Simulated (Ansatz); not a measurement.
**C2H5As (SMILES C1C[AsH]1): functionals against CCSD(T) at one geometry**

An exercise on one series of results from a longer session: the logs are not shown, and one member is left open.

Method: single points in def2-TZVPP; program: Ansatz 0.2.0, Gaussian basis.

Cores are frozen in the correlated methods. Filled d shells of the heavier atoms are correlated.

### Where the work starts

SMILES `C1C[AsH]1`, 8 atoms, charge 0, spin multiplicity 1.

Atoms are counted from 1 here; the program's logs count them from 0.

Bond lengths: C1–C2 1.476 Å, C1–As3 2.011 Å, C1–H4 1.029 Å, C1–H5 1.094 Å, C2–As3 1.973 Å, C2–H6 1.039 Å, C2–H7 1.195 Å, As3–H8 1.485 Å. Angles: C2–C1–As3 66.9°, C2–C1–H4 124.7°, C2–C1–H5 123.0°, As3–C1–H4 116.1°, As3–C1–H5 116.8°, H4–C1–H5 105.0°, C1–C2–As3 69.6°, C1–C2–H6 118.6°, C1–C2–H7 114.6°, As3–C2–H6 118.1°, As3–C2–H7 115.7°, H6–C2–H7 113.5°, C1–As3–C2 43.5°, C1–As3–H8 92.7°, C2–As3–H8 98.3°.

As a file:

```
atom    x (Å)    y (Å)    z (Å)
  C1  -0.6346   0.2390  -0.4472
  C2   0.7016   0.4802   0.1316
 As3  -0.3292  -0.7560   1.2732
  H4  -0.8177  -0.3390  -1.2781
  H5  -1.4278   0.9920  -0.4469
  H6   0.9190   1.4248   0.5049
  H7   1.6040  -0.0093  -0.4797
  H8  -0.0055  -2.0204   0.5653
```

Set-up of the first run:

run/in.yaml

```yaml
crystal:
  periodic: [false, false, false]
  atoms:
    - {symbol: C, position_ang: [-0.634600, 0.239000, -0.447200]}
    - {symbol: C, position_ang: [0.701600, 0.480200, 0.131600]}
    - {symbol: As, position_ang: [-0.329200, -0.756000, 1.273200]}
    - {symbol: H, position_ang: [-0.817700, -0.339000, -1.278100]}
    - {symbol: H, position_ang: [-1.427800, 0.992000, -0.446900]}
    - {symbol: H, position_ang: [0.919000, 1.424800, 0.504900]}
    - {symbol: H, position_ang: [1.604000, -0.009300, -0.479700]}
    - {symbol: H, position_ang: [-0.005500, -2.020400, 0.565300]}
basis:
  gaussian: {orbitals: def2-TZVPP}
correlation: {method: ccsd_t}
output: {forces: true}
```

The command line of these runs was not kept.

Steps of the session up to this table: CCSD(T)/def2-TZVPP; PBE0-D4/def2-TZVPP; wB97M-V/def2-TZVPP; r2SCAN-D4/def2-TZVPP; PBE-D4/def2-TZVPP; CAM-B3LYP-D4/def2-TZVPP; BLYP-D4/def2-TZVPP.

One table of the session follows, with a row left open; its other results are not shown here.

| method | RMS force component (eV/Å) | angle to CCSD(T) forces (°) | dipole (D) |
| --- | --- | --- | --- |
| CCSD(T) | 1.376 | reference | 1.08 |
| PBE0-D4 | 1.389 | 6.7 | 1.08 |
| wB97M-V | ? | ? | ? |
| r2SCAN-D4 | 1.371 | 4.9 | 1.15 |
| PBE-D4 | 1.391 | 8.1 | 1.01 |
| CAM-B3LYP-D4 | 1.372 | 6.1 | 1.00 |
| BLYP-D4 | 1.379 | 9.3 | 0.93 |

Q: Estimate the row for wB97M-V from the others.

The run gave: RMS force component (eV/Å): 1.370; angle to CCSD(T) forces (°): 5.1; dipole (D): 0.99. In the column «RMS force component (eV/Å)» it is the lowest.
